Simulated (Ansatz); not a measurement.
Cd2S under changes of volume

One of the cells (26.333 Å³/atom); the others are scaled copies at fixed shape and fractional positions:

```
Cd S
1.0
     3.96267    0.00000    0.00000
    -1.98134    3.43177    0.00000
     0.00000    0.00000    5.80919
Cd S
2 1
Direct
  0.33333 0.66667 0.93272
  0.66667 0.33333 0.57873
  0.33333 0.66667 0.36571
```

The cell comes from a database or a generator and needn't be the stable form of this composition.

* Program: Ansatz 0.2.0
* Functional: LDA
* Potentials or basis: all-electron LAPW, scalar-relativistic
* Cutoff: 230 eV (chosen from the basis error)
* Basis error allowed: 0.002 eV/atom
* k mesh: 8 × 8 × 5
* Occupations: fermi-dirac, width 0.05 eV
* Spin: no spin polarisation

```csv
volume (Å³/atom),energy over the lowest point (meV/atom),pressure (GPa),gap on the mesh (eV),largest force (eV/Å)
24.753,0.00,-2.4,0.21,0.131
25.280,?,?,?,?
25.806,21.96,-4.2,0.23,0.127
26.333,36.85,-4.9,0.25,0.166
26.860,53.89,-5.5,0.26,0.237
27.386,72.87,-6.0,0.28,0.303
27.913,93.51,-6.5,0.30,0.364
```

What does the run at 25.280 Å³/atom give?

Energy over the lowest point 9.57 meV/atom; pressure -3.4 GPa; gap on the mesh 0.22 eV; largest force 0.091 eV/Å.

Worked out: A Birch-Murnaghan fit of order 3 (a polynomial in V^(-2/3)) to the other rows has no minimum within the range. It gives 9.58 meV/atom at 25.280 Å³/atom, against the run's 9.57, and -dE/dV = -3.4 GPa, against -3.4. A straight line through the other rows of the gap, of slope 0.747 eV per unit of ln V, gives 0.22 eV, against the run's 0.22.

Energies are extrapolated to zero smearing.

Caveats: an odd mesh through Γ misses points on the zone boundary, where band edges often lie. Spin-orbit coupling on Cd is left out.
